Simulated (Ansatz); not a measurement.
# C2H2BF5O: how energies converge with the basis set

One table from this session's results is given with a row withheld; the runs are named, their logs left out.

Program: Ansatz 0.2.0, Gaussian basis. Level of theory: one geometry, several basis sets. These are calculated values, not measurements.

The runs, in order: PBE0-D4/def2-SVP; ωB97M-V/def2-SVP; PBE0-D4/def2-QZVPP; ωB97M-V/def2-QZVPP; the functionals' def2-TZVPP values are taken from earlier runs.

## Structure used throughout

The geometry comes from an earlier relaxation with PBE0-D4 in a triple-zeta def2 set; it is a stationary point, not always the lowest conformer.

11 atoms, charge 0, spin multiplicity 1.

Atoms are counted from 1 here; the program's logs count them from 0.

Bond lengths: F1–B2 1.315 Å, B2–F3 1.324 Å, B2–O4 1.348 Å, O4–C5 1.402 Å, C5–C6 1.515 Å, C5–H10 1.091 Å, C5–H11 1.092 Å, C6–F7 1.332 Å, C6–F8 1.337 Å, C6–F9 1.337 Å. Angles: F1–B2–F3 118.9°, F1–B2–O4 118.8°, F3–B2–O4 122.3°, B2–O4–C5 121.9°, O4–C5–C6 110.0°, O4–C5–H10 108.8°, O4–C5–H11 112.5°, C6–C5–H10 108.0°, C6–C5–H11 107.8°, H10–C5–H11 109.5°, C5–C6–F7 112.1°, C5–C6–F8 109.5°, C5–C6–F9 111.3°, F7–C6–F8 108.1°, F7–C6–F9 107.6°, F8–C6–F9 108.1°.

The first run:

Contents of in.yaml:

```yaml
crystal:
  periodic: [false, false, false]
  atoms:
    - {symbol: F, position_ang: [-2.020437, -1.573031, -1.739644]}
    - {symbol: B, position_ang: [-1.414782, -0.546817, -1.184308]}
    - {symbol: F, position_ang: [-2.114474, 0.547826, -0.931068]}
    - {symbol: O, position_ang: [-0.096890, -0.638687, -0.915646]}
    - {symbol: C, position_ang: [0.603674, 0.393814, -0.275517]}
    - {symbol: C, position_ang: [0.812182, 0.051050, 1.185555]}
    - {symbol: F, position_ang: [1.519451, -1.066501, 1.342373]}
    - {symbol: F, position_ang: [1.470218, 1.046689, 1.787789]}
    - {symbol: F, position_ang: [-0.354433, -0.115887, 1.816400]}
    - {symbol: H, position_ang: [1.584532, 0.495057, -0.742117]}
    - {symbol: H, position_ang: [0.076356, 1.349386, -0.323216]}
basis:
  gaussian: {orbitals: def2-SVP}
hamiltonian: {xc: pbe0, dispersion: d4}
output: {orbitals: {seedname: orbitals}}
```

Run with:

```
$ ansatz run in.yaml --threads 4 --pin off --events-out ev --progress --plain --max-ram 11315MiB
```

Among the steps run: PBE0-D4 in def2-SVP; ωB97M-V in def2-SVP; PBE0-D4 in def2-QZVPP; ωB97M-V in def2-QZVPP.

One of the session's tables, all rows but one given; the rest of the session is left out.

It belongs to the step «Functionals by basis». 

```
functional       basis  HOMO (eV)  LUMO (eV)
   PBE0-D4    def2-SVP      -9.96       1.20
   PBE0-D4  def2-TZVPP     -10.07       0.53
   PBE0-D4  def2-QZVPP     -10.10       0.41
   ωB97M-V    def2-SVP     -12.33       3.11
   ωB97M-V  def2-TZVPP     -12.47       1.85
   ωB97M-V  def2-QZVPP          ?          ?
```

Estimate the missing values for ωB97M-V, def2-QZVPP.

As computed: HOMO (eV): -12.50; LUMO (eV): 1.57. In the column «HOMO (eV)» it is the lowest.
